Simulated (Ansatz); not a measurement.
**AlN: a frozen normal mode**

Aim: for AlN, freeze in mode 7 at growing amplitude.

Computed with Ansatz 0.2.0 (DFT r2SCAN, scalar-relativistic, plane waves, PAW, unless a step's input says otherwise).

### Step 1. The starting structure

It takes space group P6_3mc (No. 186, hexagonal). Conventional cell: a = 3.111 Å, b = 3.111 Å, c = 4.978 Å, α = 90.00°, β = 90.00°, γ = 120.00°. Al (site symmetry 3m) has 4 N at 1.89 to 1.92 Å in its first shell of neighbours. N (site symmetry 3m) is surrounded by 4 Al at 1.89 to 1.92 Å.

Coordinates:

```
Al N
1.0
     3.11100    0.00000    0.00000
    -1.55550    2.69421    0.00000
     0.00000    0.00000    4.97800
Al N
2 2
Direct
  0.33333 0.66667 0.00000
  0.66667 0.33333 0.50000
  0.33333 0.66667 0.38500
  0.66667 0.33333 0.88500
```

No relaxation comes first: the listed cell is the starting point.

### Step 2. Zero of energy

Reference values: F = -1856.9670 eV; pressure -0.60 GPa; largest force 0.194 eV/Å; gap on the mesh 4.80 eV. It was computed beforehand with the settings of the runs below.

### Step 3. Next: a frozen normal mode

Mode 7 of the phonon run on this cell, counted from the lowest, is frozen in: each atom moves by x times its row below, so x is the largest displacement.

```
atom     ux     uy      uz
 Al1  0.000  0.000  -0.519
 Al2  0.000  0.000  -0.519
  N3  0.000  0.000   1.000
  N4  0.000  0.000   1.000
```

### Step 4. x = -0.200 Å

Input file input.yaml:

```yaml
crystal:
  lattice:
    - [3.1110021516, 0.0, 0.0]
    - [-1.5555010758, 2.6942068945, 0.0]
    - [0.0, 0.0, 4.978]
  atoms:
    - { symbol: Al, position: [0.3333333333, 0.6666666667, 0.0208570808] }
    - { symbol: Al, position: [0.6666666667, 0.3333333333, 0.5208570808] }
    - { symbol: "N", position: [0.3333333333, 0.6666666667, 0.3448232222] }
    - { symbol: "N", position: [0.6666666667, 0.3333333333, 0.8448232222] }
basis:
  ecutwfc: 500
kpoints:
  mp_grid: { grid: [12, 12, 6] }
hamiltonian:
  xc: r2scan
scf:
  occupations: { method: gaussian, width: 0.05 }
output:
  forces: true
  stress: true
  eigenvalues: true
```

Started as:

```bash
$ ansatz run input.yaml --threads 2 --pin off --max-ram 5120MiB --backend cpu --events-out ev --progress --plain --runs-dir out
```

### Step 5. Point x = 0.150 Å

Input file input.yaml:

```yaml
crystal:
  lattice:
    - [3.1110021516, 0.0, 0.0]
    - [-1.5555010758, 2.6942068945, 0.0]
    - [0.0, 0.0, 4.978]
  atoms:
    - { symbol: Al, position: [0.3333333333, 0.6666666667, -0.0156428106] }
    - { symbol: Al, position: [0.6666666667, 0.3333333333, 0.4843571894] }
    - { symbol: "N", position: [0.3333333333, 0.6666666667, 0.4151325834] }
    - { symbol: "N", position: [0.6666666667, 0.3333333333, 0.9151325834] }
basis:
  ecutwfc: 500
kpoints:
  mp_grid: { grid: [12, 12, 6] }
hamiltonian:
  xc: r2scan
scf:
  occupations: { method: gaussian, width: 0.05 }
output:
  forces: true
  stress: true
  eigenvalues: true
```

### Step 6. At x = -0.100 Å

Input file input.yaml:

```yaml
crystal:
  lattice:
    - [3.1110021516, 0.0, 0.0]
    - [-1.5555010758, 2.6942068945, 0.0]
    - [0.0, 0.0, 4.978]
  atoms:
    - { symbol: Al, position: [0.3333333333, 0.6666666667, 0.0104285404] }
    - { symbol: Al, position: [0.6666666667, 0.3333333333, 0.5104285404] }
    - { symbol: "N", position: [0.3333333333, 0.6666666667, 0.3649116111] }
    - { symbol: "N", position: [0.6666666667, 0.3333333333, 0.8649116111] }
basis:
  ecutwfc: 500
kpoints:
  mp_grid: { grid: [12, 12, 6] }
hamiltonian:
  xc: r2scan
scf:
  occupations: { method: gaussian, width: 0.05 }
output:
  forces: true
  stress: true
  eigenvalues: true
```

### Step 7. At x = 0.050 Å

Input file input.yaml:

```yaml
crystal:
  lattice:
    - [3.1110021516, 0.0, 0.0]
    - [-1.5555010758, 2.6942068945, 0.0]
    - [0.0, 0.0, 4.978]
  atoms:
    - { symbol: Al, position: [0.3333333333, 0.6666666667, -0.0052142702] }
    - { symbol: Al, position: [0.6666666667, 0.3333333333, 0.4947857298] }
    - { symbol: "N", position: [0.3333333333, 0.6666666667, 0.3950441945] }
    - { symbol: "N", position: [0.6666666667, 0.3333333333, 0.8950441945] }
basis:
  ecutwfc: 500
kpoints:
  mp_grid: { grid: [12, 12, 6] }
hamiltonian:
  xc: r2scan
scf:
  occupations: { method: gaussian, width: 0.05 }
output:
  forces: true
  stress: true
  eigenvalues: true
```

### Step 8. Point x = 0.200 Å

Input file input.yaml:

```yaml
crystal:
  lattice:
    - [3.1110021516, 0.0, 0.0]
    - [-1.5555010758, 2.6942068945, 0.0]
    - [0.0, 0.0, 4.978]
  atoms:
    - { symbol: Al, position: [0.3333333333, 0.6666666667, -0.0208570808] }
    - { symbol: Al, position: [0.6666666667, 0.3333333333, 0.4791429192] }
    - { symbol: "N", position: [0.3333333333, 0.6666666667, 0.4251767778] }
    - { symbol: "N", position: [0.6666666667, 0.3333333333, 0.9251767778] }
basis:
  ecutwfc: 500
kpoints:
  mp_grid: { grid: [12, 12, 6] }
hamiltonian:
  xc: r2scan
scf:
  occupations: { method: gaussian, width: 0.05 }
output:
  forces: true
  stress: true
  eigenvalues: true
```

### Step 9. x = -0.150 Å

Input file input.yaml:

```yaml
crystal:
  lattice:
    - [3.1110021516, 0.0, 0.0]
    - [-1.5555010758, 2.6942068945, 0.0]
    - [0.0, 0.0, 4.978]
  atoms:
    - { symbol: Al, position: [0.3333333333, 0.6666666667, 0.0156428106] }
    - { symbol: Al, position: [0.6666666667, 0.3333333333, 0.5156428106] }
    - { symbol: "N", position: [0.3333333333, 0.6666666667, 0.3548674166] }
    - { symbol: "N", position: [0.6666666667, 0.3333333333, 0.8548674166] }
basis:
  ecutwfc: 500
kpoints:
  mp_grid: { grid: [12, 12, 6] }
hamiltonian:
  xc: r2scan
scf:
  occupations: { method: gaussian, width: 0.05 }
output:
  forces: true
  stress: true
  eigenvalues: true
```

### Step 10. x = 0.100 Å

Input file input.yaml:

```yaml
crystal:
  lattice:
    - [3.1110021516, 0.0, 0.0]
    - [-1.5555010758, 2.6942068945, 0.0]
    - [0.0, 0.0, 4.978]
  atoms:
    - { symbol: Al, position: [0.3333333333, 0.6666666667, -0.0104285404] }
    - { symbol: Al, position: [0.6666666667, 0.3333333333, 0.4895714596] }
    - { symbol: "N", position: [0.3333333333, 0.6666666667, 0.4050883889] }
    - { symbol: "N", position: [0.6666666667, 0.3333333333, 0.9050883889] }
basis:
  ecutwfc: 500
kpoints:
  mp_grid: { grid: [12, 12, 6] }
hamiltonian:
  xc: r2scan
scf:
  occupations: { method: gaussian, width: 0.05 }
output:
  forces: true
  stress: true
  eigenvalues: true
```

### Step 11. Point x = -0.050 Å

Input file input.yaml:

```yaml
crystal:
  lattice:
    - [3.1110021516, 0.0, 0.0]
    - [-1.5555010758, 2.6942068945, 0.0]
    - [0.0, 0.0, 4.978]
  atoms:
    - { symbol: Al, position: [0.3333333333, 0.6666666667, 0.0052142702] }
    - { symbol: Al, position: [0.6666666667, 0.3333333333, 0.5052142702] }
    - { symbol: "N", position: [0.3333333333, 0.6666666667, 0.3749558055] }
    - { symbol: "N", position: [0.6666666667, 0.3333333333, 0.8749558055] }
basis:
  ecutwfc: 500
kpoints:
  mp_grid: { grid: [12, 12, 6] }
hamiltonian:
  xc: r2scan
scf:
  occupations: { method: gaussian, width: 0.05 }
output:
  forces: true
  stress: true
  eigenvalues: true
```

### Step 12. Point x = 0.175 Å

Input file input.yaml:

```yaml
crystal:
  lattice:
    - [3.1110021516, 0.0, 0.0]
    - [-1.5555010758, 2.6942068945, 0.0]
    - [0.0, 0.0, 4.978]
  atoms:
    - { symbol: Al, position: [0.3333333333, 0.6666666667, -0.0182499457] }
    - { symbol: Al, position: [0.6666666667, 0.3333333333, 0.4817500543] }
    - { symbol: "N", position: [0.3333333333, 0.6666666667, 0.4201546806] }
    - { symbol: "N", position: [0.6666666667, 0.3333333333, 0.9201546806] }
basis:
  ecutwfc: 500
kpoints:
  mp_grid: { grid: [12, 12, 6] }
hamiltonian:
  xc: r2scan
scf:
  occupations: { method: gaussian, width: 0.05 }
output:
  forces: true
  stress: true
  eigenvalues: true
```

(Steps that only read results are left out.)

What does the calculation give? Wanted: harmonic wavenumber of the mode.

**Answer**, as computed:

| quantity | value |
| --- | --- |
| harmonic wavenumber of the mode | 591 cm⁻¹ |
| the same from the force at an amplitude of 0.050 Å | 596 cm⁻¹ |

In words: The force at the smallest amplitude gives 596 cm⁻¹ against 591 cm⁻¹ from the phonon run, so the curve is close to a parabola there. No sampled point lies below the undisturbed cell. The gap on the mesh stays between 3.78 and 4.98 eV.
